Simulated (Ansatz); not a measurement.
**Ti3C2: other elements on the same sites**

Aim: put other elements on the sites of Ti3C2 (C → Pb, Ti → Zr), relax each crystal within the symmetry of the start, and see how size, gap and stability follow.

Program: Ansatz 0.2.0. Level of theory: DFT r2SCAN, scalar-relativistic, plane waves, PAW. These are calculated values, not measurements.

1 further run of the same task is left out (set aside as unsound or not needed).

**1. The system as given**

The structure is hexagonal, space group P6_3/mmc (No. 194). The conventional cell has a = 3.064 Å, b = 3.064 Å, c = 15.119 Å, α = 90.00°, β = 90.00°, γ = 120.00°. Around Ti (site symmetry 3m) lie 3 C at 2.06 Å. Around Ti (site symmetry -3m) lie 6 C at 2.19 Å. C (site symmetry 3m) is surrounded by 6 Ti at 2.06 to 2.19 Å.

Coordinates:

```xyz
10
Lattice="3.0640 0.0000 0.0000 -1.5320 2.6535 0.0000 0.0000 0.0000 15.1185" Properties=species:S:1:pos:R:3 pbc="T T T"
Ti    0.0000    1.7690   12.7630
Ti    1.5320    0.8845    5.2037
Ti    1.5320    0.8845    2.3555
Ti    0.0000    1.7690    9.9148
Ti    0.0000    0.0000    0.0000
Ti    0.0000    0.0000    7.5593
C     1.5320    0.8845   13.8208
C     0.0000    1.7690    6.2615
C     1.5320    0.8845    8.8570
C     0.0000    1.7690    1.2977
```

It goes back to an entry of the Materials Project, which need not be the stable form.

It is the result of an earlier relaxation at this level (volume 12.29 Å³/atom; gap on the mesh: none (metal)).

**2. The substitution C → Pb, Ti → Zr**

Zr3Pb2 starts from the relaxed positions of Ti3C2, with all lengths scaled by 1.191, a guess from tabulated radii.

**3. Quick check of gap, pressure and forces (Zr3Pb2)**

input.yaml

```yaml
crystal:
  lattice:
    - [3.6497194629, 0.0, 0.0]
    - [-1.8248597315, 3.1607497716, 0.0]
    - [0.0, 0.0, 18.0083219288]
  atoms:
    - { symbol: Zr, position: [0.3333333333, 0.6666666667, 0.8441961076] }
    - { symbol: Zr, position: [0.6666666667, 0.3333333333, 0.3441961076] }
    - { symbol: Zr, position: [0.6666666667, 0.3333333333, 0.1558038924] }
    - { symbol: Zr, position: [0.3333333333, 0.6666666667, 0.6558038924] }
    - { symbol: Zr, position: [0.0, 0.0, 0.0] }
    - { symbol: Zr, position: [0.0, 0.0, 0.5] }
    - { symbol: Pb, position: [0.6666666667, 0.3333333333, 0.9141626302] }
    - { symbol: Pb, position: [0.3333333333, 0.6666666667, 0.4141626302] }
    - { symbol: Pb, position: [0.6666666667, 0.3333333333, 0.5858373698] }
    - { symbol: Pb, position: [0.3333333333, 0.6666666667, 0.0858373698] }
basis:
  ecutwfc: 500
kpoints:
  mp_grid: { grid: [6, 6, 1] }
hamiltonian:
  xc: r2scan
scf:
  occupations: { method: gaussian, width: 0.1 }
output:
  forces: true
  stress: true
  eigenvalues: true
```

Launch:

```sh
$ ansatz run input.yaml --threads 2 --pin off --max-ram 5120MiB --backend cpu --events-out ev --progress --plain --runs-dir out
```

Further runs follow: coarse relaxation (Zr3Pb2); full relaxation (Zr3Pb2).

What does the calculation give? Wanted: C → Pb, Ti → Zr.

The runs gave:

| quantity | value |
| --- | --- |
| C → Pb, Ti → Zr (Zr3Pb2) | 24.34 Å³/atom, gap none (metal), ΔH_f +0.03 eV/atom |

What this shows: C → Pb, Ti → Zr changes the volume per atom by +98.0 %. Both are metals at this level. Ti3C2 has the lowest formation energy in this structure (-0.82 eV/atom). Zr3Pb2 lies above the elements, so it would not form from them in this structure. A negative value alone does not show stability: other structures and competing compounds were not computed. Spin-orbit coupling is left out for Pb.
